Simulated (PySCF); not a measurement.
# C₃H₅ClGe: NMR shifts and electronic excitations at several levels of theory

How much do the NMR shifts and electronic excitations of C₃H₅ClGe (`[Cl][Ge@@H]1[CH]=C[CH2]1`) depend on the level of theory, and what does each level cost?

The runs use PySCF 2.14.0, with density-fitted response routines of our own; the level of theory stands in each step. All values are computed, except where a source is named. Atoms count from 0, in the outputs and in this text.

## Step 1: Starting geometry

10 atoms, charge 0, multiplicity 1; geometry from: PBE0-D3(BJ)/def2-SVP.

Bonds of the start (Å): Cl0–Ge1 2.17, Ge1–C2 1.93, C2–C3 1.35, C3–C4 1.52, C4–Ge1 1.98, Ge1–H5 1.54, C2–H6 1.09, C3–H7 1.10, C4–H8 1.10, C4–H9 1.10.

## Step 2: NMR shieldings: PBE0/6-31G*

What the job is given:

```
{"job": {"kind": "nmr", "xc": "PBE0", "basis": "6-31G*", "pop": true}, "charge": 0, "multiplicity": 1}
Cl     3.445540    -0.447463     0.225236
Ge     1.442881    -0.491192     1.058281
C      0.051889    -1.282936    -0.027852
C     -0.559237    -0.087180    -0.156042
C      0.253908     0.999776     0.517316
H      1.614185    -0.874400     2.537325
H     -0.271065    -2.247833    -0.423519
H     -1.512829     0.098247    -0.671721
H     -0.270713     1.560646     1.307052
H      0.708393     1.717689    -0.183454
```

Method: GIAO PBE0/6-31G* NMR shielding, non-relativistic, gas phase.

Command:

```bash
$ OMP_NUM_THREADS=1 python probes_run.py task.json out
```

One launch serves the whole session: the jobs run in the order shown.

What it wrote:

```text
coarse grid: 41632 points
cycle   1  E = -2653.6015881032  dE = -5.393e-02  |g| = 5.481e-01  |ddm| = 3.094e+00
cycle   2  E = -2653.5742204726  dE =  2.737e-02  |g| = 6.754e-01  |ddm| = 1.182e+00
cycle   3  E = -2653.6626153063  dE = -8.839e-02  |g| = 2.798e-02  |ddm| = 6.809e-01
cycle   4  E = -2653.6627929010  dE = -1.776e-04  |g| = 1.424e-02  |ddm| = 6.079e-02
cycle   5  E = -2653.6628540509  dE = -6.115e-05  |g| = 3.753e-03  |ddm| = 2.356e-02
cycle   6  E = -2653.6628577934  dE = -3.743e-06  |g| = 1.262e-03  |ddm| = 5.142e-03
final grid: 85272 points
cycle   7  E = -2653.6628706866  dE =  8.308e-07  |g| = 2.181e-03  |ddm| = 3.163e-03
cycle   8  E = -2653.6628676492  dE =  3.037e-06  |g| = 3.998e-03  |ddm| = 5.446e-03
cycle   9  E = -2653.6628719440  dE = -4.295e-06  |g| = 2.161e-04  |ddm| = 3.567e-03
cycle  10  E = -2653.6628719545  dE = -1.047e-08  |g| = 1.716e-05  |ddm| = 2.235e-04
cycle  11  E = -2653.6628719546  dE = -8.959e-11  |g| = 3.861e-06  |ddm| = 2.595e-05
converged SCF energy = -2653.6628719546

GIAO shielding tensors (ppm)
atom      isotropic    diamagn.    paramagn.     s11        s22        s33       span
  0 Cl     948.717    1147.203    -198.486    888.454    936.146   1021.552    133.098
  1 Ge    1498.895    2761.675   -1262.780   1440.754   1521.299   1534.633     93.879
  2 C       56.089     254.318    -198.229    -26.807     53.864    141.211    168.017
  3 C       46.103     255.464    -209.361    -59.543     49.979    147.873    207.415
  4 C      160.166     249.401     -89.234    140.794    160.702    179.002     38.208
  5 H       25.501      27.916      -2.414     18.658     21.004     36.842     18.184
  6 H       25.817      29.003      -3.186     24.860     25.434     27.159      2.299
  7 H       25.017      29.360      -4.343     23.827     24.256     26.967      3.140
  8 H       29.650      29.342       0.308     26.157     27.253     35.540      9.384
  9 H       29.546      29.589      -0.043     25.875     28.122     34.639      8.764
```

Run time: 11 s. Hardware: 1 thread of Arm Neoverse V1, shared host; peak memory 0.54 GiB.

Shifts follow as δ = σ(reference) − σ, with reference shieldings (ppm) from runs at the same level and on the same kind of geometry: 1H TMS 31.96, 13C TMS 194.1, 73Ge GeMe4 1541, 35Cl HCl 930. The references are single molecules in the gas phase.

```
atoms                                                      environment  σ (ppm)  δ (ppm)
   C3                                                        alkene CH     46.1    148.0
   C2                                                        alkene CH     56.1    138.1
   C4                                     allylic sp3 CH2 bonded to Ge    160.2     34.0
   H7                                         hydrogen on an alkene CH    25.02     6.95
   H5  hydrogen on a germanium bonded to 2 C, Cl, in a 4-membered ring    25.50     6.46
   H6                                         hydrogen on an alkene CH    25.82     6.15
   H9                      hydrogen on an allylic sp3 CH2 bonded to Ge    29.55     2.42
   H8                      hydrogen on an allylic sp3 CH2 bonded to Ge    29.65     2.31
  Cl0                                            chlorine bonded to Ge      949      -19
  Ge1             germanium bonded to 2 C, Cl, H, in a 4-membered ring     1499       42
```

The run also stored atomic charges by several schemes (e):

```
atoms  Mulliken    IAO  Hirshfeld  ESP fit
  Cl0     -0.23  -0.33      -0.20    -0.23
  Ge1      0.21   0.78       0.33     0.30
   C2     -0.16  -0.40      -0.13    -0.30
   C3     -0.19  -0.10      -0.02     0.00
   C4     -0.45  -0.50      -0.13    -0.33
```

Mayer bond orders: Cl0–Ge1 1.00, Ge1–C2 0.98, C2–C3 1.83, C3–C4 0.99, C4–Ge1 0.93.

Ring of atoms Ge1, C2, C3, C4: NICS(0) -0.4, NICS(1) -2.4, NICS(1)zz 2.9 ppm (means of both faces). The ring holds saturated atoms, so no π current runs round it: these values come from its σ bonds, any local π bonds and neighbouring rings, and say nothing of aromaticity.

## Step 3: Shielding tensors: PBE0/def2-SVP

Settings changed since step 2:

```diff
@@ -1,2 +1,2 @@
-{"job": {"kind": "nmr", "xc": "PBE0", "basis": "6-31G*", "pop": true}, "charge": 0, "multiplicity": 1}
+{"job": {"kind": "nmr", "xc": "PBE0", "basis": "def2-SVP", "pop": true}, "charge": 0, "multiplicity": 1}
 Cl     3.445540    -0.447463     0.225236
```

With the program's defaults for keys left out, this is: GIAO PBE0/def2-SVP NMR shielding, non-relativistic, gas phase.

What it wrote:

```text
coarse grid: 41632 points
cycle   1  E = -2653.4262710271  dE = -1.158e-01  |g| = 5.227e-01  |ddm| = 3.393e+00
cycle   2  E = -2653.3997803369  dE =  2.649e-02  |g| = 6.451e-01  |ddm| = 1.206e+00
cycle   3  E = -2653.4819094084  dE = -8.213e-02  |g| = 2.625e-02  |ddm| = 6.998e-01
cycle   4  E = -2653.4820693421  dE = -1.599e-04  |g| = 1.279e-02  |ddm| = 6.035e-02
cycle   5  E = -2653.4821137739  dE = -4.443e-05  |g| = 3.407e-03  |ddm| = 2.315e-02
cycle   6  E = -2653.4821167803  dE = -3.006e-06  |g| = 1.137e-03  |ddm| = 5.113e-03
final grid: 85272 points
cycle   7  E = -2653.4821253149  dE =  6.530e-07  |g| = 1.943e-03  |ddm| = 3.055e-03
cycle   8  E = -2653.4821229194  dE =  2.395e-06  |g| = 3.549e-03  |ddm| = 5.143e-03
cycle   9  E = -2653.4821263172  dE = -3.398e-06  |g| = 2.027e-04  |ddm| = 3.363e-03
cycle  10  E = -2653.4821263273  dE = -1.015e-08  |g| = 1.605e-05  |ddm| = 2.233e-04
cycle  11  E = -2653.4821263274  dE = -9.459e-11  |g| = 3.048e-06  |ddm| = 2.647e-05
converged SCF energy = -2653.4821263274

GIAO shielding tensors (ppm)
atom      isotropic    diamagn.    paramagn.     s11        s22        s33       span
  0 Cl     954.132    1146.079    -191.947    896.756    944.842   1020.798    124.042
  1 Ge    1441.046    2755.637   -1314.591   1367.585   1445.504   1510.048    142.463
  2 C       50.585     253.285    -202.700    -37.482     44.358    144.881    182.363
  3 C       41.326     253.466    -212.140    -70.238     42.400    151.816    222.054
  4 C      161.095     248.495     -87.400    141.689    160.749    180.845     39.156
  5 H       25.219      27.514      -2.295     18.405     20.961     36.292     17.886
  6 H       25.156      30.821      -5.665     24.510     25.104     25.854      1.344
  7 H       24.348      30.925      -6.576     23.083     23.585     26.377      3.294
  8 H       29.150      29.408      -0.258     25.808     26.513     35.128      9.320
  9 H       29.054      29.709      -0.656     25.403     27.560     34.198      8.796
```

Run time: 13 s. Hardware: 1 thread of Arm Neoverse V1, shared host; peak memory 0.57 GiB.

In short: δ C3 152.4, C2 143.1, C4 32.6, Cl0 14, H7 6.99, H6 6.19 ppm.

## Step 4: Nuclear shieldings: PBE0/def2-TZVP

Settings changed since step 3:

```diff
@@ -1,2 +1,2 @@
-{"job": {"kind": "nmr", "xc": "PBE0", "basis": "def2-SVP", "pop": true}, "charge": 0, "multiplicity": 1}
+{"job": {"kind": "nmr", "xc": "PBE0", "basis": "def2-TZVP", "pop": true}, "charge": 0, "multiplicity": 1}
 Cl     3.445540    -0.447463     0.225236
```

Method: GIAO PBE0/def2-TZVP NMR shielding, non-relativistic, gas phase.

What it wrote:

```text
coarse grid: 41632 points
cycle   1  E = -2653.9504782518  dE = -6.061e-02  |g| = 7.692e-01  |ddm| = 2.626e+00
cycle   2  E = -2653.9009225944  dE =  4.956e-02  |g| = 9.790e-01  |ddm| = 1.120e+00
cycle   3  E = -2654.0275762366  dE = -1.267e-01  |g| = 4.156e-02  |ddm| = 6.549e-01
cycle   4  E = -2654.0279043008  dE = -3.281e-04  |g| = 2.677e-02  |ddm| = 7.868e-02
cycle   5  E = -2654.0280905694  dE = -1.863e-04  |g| = 8.094e-03  |ddm| = 2.763e-02
cycle   6  E = -2654.0281042139  dE = -1.364e-05  |g| = 3.352e-03  |ddm| = 7.267e-03
cycle   7  E = -2654.0281069407  dE = -2.727e-06  |g| = 6.167e-04  |ddm| = 2.540e-03
final grid: 85272 points
cycle   8  E = -2654.0280999777  dE =  9.285e-08  |g| = 9.211e-04  |ddm| = 3.225e-03
cycle   9  E = -2654.0280995950  dE =  3.827e-07  |g| = 1.531e-03  |ddm| = 2.011e-03
cycle  10  E = -2654.0281001918  dE = -5.968e-07  |g| = 1.687e-04  |ddm| = 1.214e-03
cycle  11  E = -2654.0281001990  dE = -7.242e-09  |g| = 1.495e-05  |ddm| = 1.258e-04
cycle  12  E = -2654.0281001991  dE = -5.957e-11  |g| = 2.315e-06  |ddm| = 1.530e-05
converged SCF energy = -2654.0281001991

GIAO shielding tensors (ppm)
atom      isotropic    diamagn.    paramagn.     s11        s22        s33       span
  0 Cl     923.757    1148.064    -224.307    855.189    907.635   1008.446    153.257
  1 Ge    1351.197    2759.305   -1408.109   1282.210   1368.422   1402.958    120.747
  2 C       36.330     257.205    -220.875    -59.807     35.750    133.047    192.854
  3 C       25.581     252.497    -226.916    -94.413     29.183    141.974    236.387
  4 C      150.981     246.963     -95.982    130.128    150.158    172.658     42.530
  5 H       24.922      26.857      -1.936     18.021     20.926     35.817     17.796
  6 H       24.985      29.849      -4.865     24.392     25.048     25.515      1.123
  7 H       24.135      29.987      -5.852     22.959     23.518     25.928      2.969
  8 H       29.060      28.828       0.232     25.829     26.601     34.749      8.920
  9 H       29.028      29.178      -0.150     25.573     27.760     33.751      8.179
```

It took 38 s on 1 thread of Arm Neoverse V1, shared host; peak memory 0.91 GiB.

In short: δ C3 161.1, C2 150.3, C4 35.7, Cl0 9, H7 7.35, H5 6.56 ppm.

## Step 5: Nuclear shieldings: PBE0/cc-pVDZ

Settings changed since step 4:

```diff
@@ -1,2 +1,2 @@
-{"job": {"kind": "nmr", "xc": "PBE0", "basis": "def2-TZVP", "pop": true}, "charge": 0, "multiplicity": 1}
+{"job": {"kind": "nmr", "xc": "PBE0", "basis": "cc-pVDZ", "pop": true}, "charge": 0, "multiplicity": 1}
 Cl     3.445540    -0.447463     0.225236
```

Level: GIAO PBE0/cc-pVDZ NMR shielding, non-relativistic, gas phase.

What it wrote:

```text
coarse grid: 41632 points
cycle   1  E = -2653.8996365319  dE = -2.753e-02  |g| = 4.215e-01  |ddm| = 5.806e+00
cycle   2  E = -2653.8828955281  dE =  1.674e-02  |g| = 4.834e-01  |ddm| = 2.090e+00
cycle   3  E = -2653.9497762264  dE = -6.688e-02  |g| = 3.037e-02  |ddm| = 1.114e+00
cycle   4  E = -2653.9500216378  dE = -2.454e-04  |g| = 1.521e-02  |ddm| = 9.737e-02
cycle   5  E = -2653.9500893320  dE = -6.769e-05  |g| = 3.897e-03  |ddm| = 4.009e-02
cycle   6  E = -2653.9500939591  dE = -4.627e-06  |g| = 7.576e-04  |ddm| = 9.583e-03
final grid: 85272 points
cycle   7  E = -2653.9500999173  dE =  6.204e-08  |g| = 9.225e-04  |ddm| = 3.656e-03
cycle   8  E = -2653.9500996425  dE =  2.748e-07  |g| = 1.358e-03  |ddm| = 4.026e-03
cycle   9  E = -2653.9501001414  dE = -4.989e-07  |g| = 2.039e-04  |ddm| = 2.313e-03
cycle  10  E = -2653.9501001528  dE = -1.137e-08  |g| = 2.585e-05  |ddm| = 3.814e-04
cycle  11  E = -2653.9501001529  dE = -1.928e-10  |g| = 2.933e-06  |ddm| = 5.494e-05
converged SCF energy = -2653.9501001529

GIAO shielding tensors (ppm)
atom      isotropic    diamagn.    paramagn.     s11        s22        s33       span
  0 Cl     949.599    1147.248    -197.648    887.900    940.788   1020.110    132.210
  1 Ge    1519.419    2756.351   -1236.932   1454.624   1540.512   1563.120    108.496
  2 C       52.778     253.428    -200.650    -34.673     49.688    143.319    177.992
  3 C       43.572     252.140    -208.567    -67.033     45.860    151.890    218.923
  4 C      161.594     247.303     -85.709    140.170    161.573    183.040     42.871
  5 H       25.003      27.266      -2.262     18.054     20.766     36.191     18.137
  6 H       24.986      30.900      -5.914     24.339     25.011     25.607      1.268
  7 H       24.083      30.810      -6.726     22.819     23.348     26.084      3.266
  8 H       28.899      29.235      -0.335     25.596     26.364     34.739      9.143
  9 H       28.835      29.520      -0.685     25.287     27.409     33.809      8.522
```

Wall time 13 s (1 thread of Arm Neoverse V1, shared host); peak memory 0.61 GiB.

Key values: δ C3 153.2, C2 144.0, C4 35.2, Cl0 11, H7 7.21, H6 6.30 ppm.

## Step 6: Nuclear shieldings: PBE0/cc-pVTZ

Settings changed since step 5:

```diff
@@ -1,2 +1,2 @@
-{"job": {"kind": "nmr", "xc": "PBE0", "basis": "cc-pVDZ", "pop": true}, "charge": 0, "multiplicity": 1}
+{"job": {"kind": "nmr", "xc": "PBE0", "basis": "cc-pVTZ", "pop": true}, "charge": 0, "multiplicity": 1}
 Cl     3.445540    -0.447463     0.225236
```

With the program's defaults for keys left out, this is: GIAO PBE0/cc-pVTZ NMR shielding, non-relativistic, gas phase.

What it wrote:

```text
coarse grid: 41632 points
cycle   1  E = -2654.0040857555  dE = -5.563e-02  |g| = 6.008e-01  |ddm| = 6.127e+00
cycle   2  E = -2653.9691986238  dE =  3.489e-02  |g| = 7.199e-01  |ddm| = 1.690e+00
cycle   3  E = -2654.0704688541  dE = -1.013e-01  |g| = 4.547e-02  |ddm| = 9.417e-01
cycle   4  E = -2654.0709810328  dE = -5.122e-04  |g| = 2.275e-02  |ddm| = 1.173e-01
cycle   5  E = -2654.0711118195  dE = -1.308e-04  |g| = 7.582e-03  |ddm| = 4.078e-02
cycle   6  E = -2654.0711250302  dE = -1.321e-05  |g| = 2.459e-03  |ddm| = 1.264e-02
cycle   7  E = -2654.0711264348  dE = -1.405e-06  |g| = 7.737e-04  |ddm| = 3.864e-03
final grid: 85272 points
cycle   8  E = -2654.0711110751  dE =  1.999e-07  |g| = 1.210e-03  |ddm| = 4.694e-03
cycle   9  E = -2654.0711103276  dE =  7.475e-07  |g| = 2.082e-03  |ddm| = 4.455e-03
cycle  10  E = -2654.0711114580  dE = -1.130e-06  |g| = 2.051e-04  |ddm| = 2.820e-03
cycle  11  E = -2654.0711114690  dE = -1.103e-08  |g| = 1.467e-05  |ddm| = 2.895e-04
cycle  12  E = -2654.0711114690  dE = -2.001e-11  |g| = 2.822e-06  |ddm| = 2.446e-05
converged SCF energy = -2654.0711114690

GIAO shielding tensors (ppm)
atom      isotropic    diamagn.    paramagn.     s11        s22        s33       span
  0 Cl     933.013    1146.378    -213.365    863.900    917.237   1017.901    154.001
  1 Ge    1387.927    2756.639   -1368.712   1321.600   1399.506   1442.674    121.074
  2 C       37.839     254.665    -216.826    -57.488     37.397    133.608    191.096
  3 C       27.484     251.267    -223.784    -91.187     31.593    142.045    233.232
  4 C      151.477     243.831     -92.354    130.871    150.772    172.788     41.917
  5 H       24.924      27.318      -2.394     18.060     20.924     35.787     17.726
  6 H       24.836      29.958      -5.123     24.191     24.959     25.357      1.166
  7 H       23.958      29.951      -5.992     22.704     23.318     25.852      3.148
  8 H       28.848      29.148      -0.301     25.575     26.334     34.634      9.059
  9 H       28.816      29.439      -0.623     25.300     27.508     33.641      8.341
```

Run time: 59 s. Hardware: 1 thread of Arm Neoverse V1, shared host; peak memory 0.92 GiB.

In short: δ C3 159.8, C2 149.5, C4 35.8, Cl0 19, H7 7.33, H6 6.46 ppm.

## Step 7: Nuclear shieldings: PBE0/aug-cc-pVDZ

Settings changed since step 6:

```diff
@@ -1,2 +1,2 @@
-{"job": {"kind": "nmr", "xc": "PBE0", "basis": "cc-pVTZ", "pop": true}, "charge": 0, "multiplicity": 1}
+{"job": {"kind": "nmr", "xc": "PBE0", "basis": "aug-cc-pVDZ", "pop": true}, "charge": 0, "multiplicity": 1}
 Cl     3.445540    -0.447463     0.225236
```

Level: GIAO PBE0/aug-cc-pVDZ NMR shielding, non-relativistic, gas phase.

What it wrote:

```text
coarse grid: 41632 points
cycle   1  E = -2653.9095534737  dE = -3.340e-02  |g| = 4.298e-01  |ddm| = 8.192e+00
cycle   2  E = -2653.8889310025  dE =  2.062e-02  |g| = 5.034e-01  |ddm| = 2.524e+00
cycle   3  E = -2653.9598183689  dE = -7.089e-02  |g| = 3.469e-02  |ddm| = 1.328e+00
cycle   4  E = -2653.9601458826  dE = -3.275e-04  |g| = 1.666e-02  |ddm| = 1.533e-01
cycle   5  E = -2653.9602255257  dE = -7.964e-05  |g| = 4.555e-03  |ddm| = 4.506e-02
cycle   6  E = -2653.9602315380  dE = -6.012e-06  |g| = 1.108e-03  |ddm| = 1.171e-02
final grid: 85272 points
cycle   7  E = -2653.9602373471  dE =  4.786e-07  |g| = 1.768e-03  |ddm| = 1.160e-02
cycle   8  E = -2653.9602354889  dE =  1.858e-06  |g| = 3.158e-03  |ddm| = 9.146e-03
cycle   9  E = -2653.9602381835  dE = -2.695e-06  |g| = 2.304e-04  |ddm| = 5.938e-03
cycle  10  E = -2653.9602381986  dE = -1.510e-08  |g| = 2.789e-05  |ddm| = 6.491e-04
cycle  11  E = -2653.9602381988  dE = -2.242e-10  |g| = 3.456e-06  |ddm| = 6.720e-05
converged SCF energy = -2653.9602381988

GIAO shielding tensors (ppm)
atom      isotropic    diamagn.    paramagn.     s11        s22        s33       span
  0 Cl     944.407    1146.142    -201.736    880.297    928.185   1024.737    144.440
  1 Ge    1513.481    2754.684   -1241.203   1456.951   1537.796   1545.695     88.744
  2 C       51.056     240.120    -189.064    -36.167     48.031    141.303    177.470
  3 C       42.924     195.384    -152.460    -68.170     45.063    151.879    220.048
  4 C      159.693     231.637     -71.945    137.032    159.138    182.908     45.876
  5 H       24.805      24.859      -0.055     17.848     20.779     35.786     17.938
  6 H       24.803      37.062     -12.259     24.225     24.770     25.414      1.189
  7 H       23.931      29.014      -5.082     22.741     23.249     25.804      3.063
  8 H       28.887      30.993      -2.106     25.687     26.404     34.570      8.882
  9 H       28.866      29.455      -0.590     25.420     27.596     33.581      8.161
```

Run time: 29 s. Hardware: 1 thread of Arm Neoverse V1, shared host; peak memory 0.87 GiB.

This run: δ C3 152.2, C2 144.1, C4 35.4, Cl0 23, H7 7.46, H6 6.59 ppm.

## Step 8: Shielding tensors: PBE0/pcSseg-0

Settings changed since step 7:

```diff
@@ -1,2 +1,2 @@
-{"job": {"kind": "nmr", "xc": "PBE0", "basis": "aug-cc-pVDZ", "pop": true}, "charge": 0, "multiplicity": 1}
+{"job": {"kind": "nmr", "xc": "PBE0", "basis": "pcSseg-0", "pop": true}, "charge": 0, "multiplicity": 1}
 Cl     3.445540    -0.447463     0.225236
```

Method: GIAO PBE0/pcSseg-0 NMR shielding, non-relativistic, gas phase.

What it wrote:

```text
coarse grid: 41632 points
cycle   1  E = -2650.7604070379  dE = -6.154e-01  |g| = 3.795e-01  |ddm| = 3.537e+00
cycle   2  E = -2650.7561060140  dE =  4.301e-03  |g| = 4.024e-01  |ddm| = 1.401e+00
cycle   3  E = -2650.8016084186  dE = -4.550e-02  |g| = 3.438e-02  |ddm| = 7.033e-01
cycle   4  E = -2650.8016824439  dE = -7.403e-05  |g| = 2.979e-02  |ddm| = 6.526e-02
cycle   5  E = -2650.8019174777  dE = -2.350e-04  |g| = 4.106e-03  |ddm| = 3.539e-02
cycle   6  E = -2650.8019215378  dE = -4.060e-06  |g| = 1.375e-03  |ddm| = 7.394e-03
final grid: 85272 points
cycle   7  E = -2650.8019187963  dE =  3.881e-07  |g| = 1.842e-03  |ddm| = 4.743e-03
cycle   8  E = -2650.8019178400  dE =  9.563e-07  |g| = 2.625e-03  |ddm| = 6.215e-03
cycle   9  E = -2650.8019196855  dE = -1.846e-06  |g| = 3.362e-04  |ddm| = 3.650e-03
cycle  10  E = -2650.8019197160  dE = -3.046e-08  |g| = 1.758e-05  |ddm| = 3.696e-04
cycle  11  E = -2650.8019197161  dE = -9.641e-11  |g| = 2.613e-06  |ddm| = 3.355e-05
converged SCF energy = -2650.8019197161

GIAO shielding tensors (ppm)
atom      isotropic    diamagn.    paramagn.     s11        s22        s33       span
  0 Cl     975.751    1145.649    -169.898    935.744    986.150   1005.358     69.614
  1 Ge    1465.988    2743.431   -1277.443   1374.340   1493.646   1529.977    155.637
  2 C       38.105     262.819    -224.714    -62.948     39.783    137.478    200.426
  3 C       25.485     259.712    -234.227    -98.928     26.679    148.705    247.633
  4 C      157.243     253.224     -95.982    134.868    153.973    182.886     48.018
  5 H       26.059      27.216      -1.157     19.298     21.438     37.441     18.143
  6 H       26.633      30.431      -3.797     25.326     26.060     28.514      3.188
  7 H       25.830      29.913      -4.083     24.411     24.660     28.420      4.009
  8 H       30.235      30.332      -0.097     26.588     27.367     36.752     10.164
  9 H       30.167      30.056       0.112     26.425     28.230     35.847      9.422
```

Run time: 6.9 s. Hardware: 1 thread of Arm Neoverse V1, shared host; peak memory 0.44 GiB.

This run: δ C3 168.0, C2 155.4, C4 36.3, Cl0 -23, H7 7.00, H5 6.77 ppm.

[end of part 1 of 2]
